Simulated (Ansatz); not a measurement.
# Ga4As3P: the cost of one run

Method: DFT PBE, scalar-relativistic, plane waves, PAW, in Ansatz 0.2.0.

**1. Starting point**

It takes space group P-43m (No. 215, cubic). The conventional cell has a = 5.683 Å, b = 5.683 Å, c = 5.683 Å, α = 90.00°, β = 90.00°, γ = 90.00°. Ga (site symmetry 3m) is surrounded by 1 P at 2.41 Å and 3 As at 2.48 Å. P (site symmetry -43m) has 4 Ga at 2.41 Å as nearest neighbours. As (site symmetry -42m) is surrounded by 4 Ga at 2.48 Å.

As a file:

```
Ga P As
1.0
     5.68291    0.00000    0.00000
     0.00000    5.68291    0.00000
     0.00000    0.00000    5.68291
Ga P As
4 1 3
Direct
  0.24532 0.75468 0.24532
  0.24532 0.24532 0.75468
  0.75468 0.75468 0.75468
  0.75468 0.24532 0.24532
  0.00000 0.00000 0.00000
  0.00000 0.50000 0.50000
  0.50000 0.50000 0.00000
  0.50000 0.00000 0.50000
```

The cell was relaxed beforehand at this level, from a generated guess; it is a trial structure. At a tolerance of 0.02 Å it has space group P-43m (No. 215); it has 22.94 Å³/atom, an uncorrected energy of -0.37 eV/atom over the elements.

**2. Bands, states and charges**

Input file input.yaml:

```yaml
crystal:
  lattice:
    - [5.6829105018, 0.0, 0.0]
    - [0.0, 5.6829105018, 0.0]
    - [0.0, 0.0, 5.6829105018]
  atoms:
    - { symbol: Ga, position: [0.2453152982, 0.7546847018, 0.2453152982] }
    - { symbol: Ga, position: [0.2453152982, 0.2453152982, 0.7546847018] }
    - { symbol: Ga, position: [0.7546847018, 0.7546847018, 0.7546847018] }
    - { symbol: Ga, position: [0.7546847018, 0.2453152982, 0.2453152982] }
    - { symbol: P, position: [0.0, 0.0, 0.0] }
    - { symbol: As, position: [0.0, 0.5, 0.5] }
    - { symbol: As, position: [0.5, 0.5, 0.0] }
    - { symbol: As, position: [0.5, 0.0, 0.5] }
basis:
  ecutwfc: 420
kpoints:
  mp_grid: { grid: [6, 6, 6] }
  band_path:
    path:
      - [[0.0, 0.0, 0.0], [0.0, 0.5, 0.0], [0.5, 0.5, 0.0], [0.0, 0.0, 0.0], [0.5, 0.5, 0.5], [0.0, 0.5, 0.0]]
      - [[0.5, 0.5, 0.5], [0.5, 0.5, 0.0]]
    npoints: 14
hamiltonian:
  xc: pbe
scf:
  occupations: { method: gaussian, width: 0.02 }
  n_extra_bands: 20
output:
  forces: true
  stress: true
  eigenvalues: true
  populations: true
  dos: { projected: true, de: 0.02, nscf_kmesh: { grid: [9, 9, 9] } }
  bader: true
  write_density: true
  write_potential: true
  elf: true
  volumetric_format: npy
```

On the command line:

```bash
ansatz run input.yaml --threads 1 --pin off --max-ram 2560MiB --backend cpu --events-out ev --progress --plain --runs-dir out
```

Q: Estimate wall time and peak memory on 1 thread of AMD EPYC 9R45 (Zen 5), shared host.

About 93 s, with a peak of 0.91 GiB.
